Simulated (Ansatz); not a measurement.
# LaSiO: the cost of one run

Computed with Ansatz 0.2.0 (DFT PBE, scalar-relativistic, plane waves, PAW, unless a step's input says otherwise).

### Step 1. The starting structure

Symmetry: P-6m2, No. 187, hexagonal system. The conventional cell has a = 3.869 Å, b = 3.869 Å, c = 4.193 Å, α = 90.00°, β = 90.00°, γ = 120.00°. La (site symmetry -6m2) has 6 Si at 3.06 Å and 6 O at 3.06 Å in its first shell of neighbours. Si (site symmetry -6m2) has 3 O at 2.23 Å and 6 La at 3.06 Å in its first shell of neighbours. O (site symmetry -6m2) is surrounded by 3 Si at 2.23 Å and 6 La at 3.06 Å.

Coordinates:

```
CELL_PARAMETERS angstrom
3.86945 0.00000 0.00000
-1.93472 3.35104 0.00000
0.00000 0.00000 4.19283
ATOMIC_POSITIONS crystal
La 0.00000 0.00000 0.50000
Si 0.66667 0.33333 0.00000
O 0.33333 0.66667 0.00000
```

It is the end of an earlier relaxation with the same method, from a database cell with other species swapped in; it is a trial structure. At a tolerance of 0.05 Å it has space group P-6m2 (No. 187); it has 18.12 Å³/atom, an uncorrected energy of -0.89 eV/atom over the elements.

### Step 2. Static run: bands, density of states and charges

Input file input.yaml:

```yaml
crystal:
  lattice:
    - [3.8694476756, 0.0, 0.0]
    - [-1.9347238378, 3.3510399857, 0.0]
    - [0.0, 0.0, 4.1928339516]
  atoms:
    - { symbol: La, position: [0.0, 0.0, 0.5] }
    - { symbol: Si, position: [0.6666666667, 0.3333333333, 0.0] }
    - { symbol: O, position: [0.3333333333, 0.6666666667, 0.0] }
basis:
  ecutwfc: 420
kpoints:
  mp_grid: { grid: [12, 12, 12] }
  band_path:
    path:
      - [[0.0, 0.0, 0.0], [0.5, 0.0, 0.0], [0.33333333, 0.33333333, 0.0], [0.0, 0.0, 0.0], [0.0, 0.0, 0.5], [0.5, 0.0, 0.5], [0.33333333, 0.33333333, 0.5], [0.0, 0.0, 0.5]]
      - [[0.5, 0.0, 0.5], [0.5, 0.0, 0.0]]
      - [[0.33333333, 0.33333333, 0.5], [0.33333333, 0.33333333, 0.0]]
    npoints: 14
hamiltonian:
  xc: pbe
scf:
  occupations: { method: gaussian, width: 0.1 }
  n_extra_bands: 7
output:
  forces: true
  stress: true
  eigenvalues: true
  populations: true
  dos: { projected: true, de: 0.02, nscf_kmesh: { grid: [15, 15, 15] } }
  bader: true
  write_density: true
  write_potential: true
  elf: true
  volumetric_format: npy
```

Run with:

```
$ ansatz run input.yaml --threads 1 --pin off --max-ram 2560MiB --backend cpu --events-out ev --progress --plain --runs-dir out
```

**Question.** How long does this run take on 1 thread of Intel Xeon at 2.50GHz (Skylake/Cascade Lake), shared host, and how much memory does it need?

About 1.7 min, with a peak of 0.47 GiB.
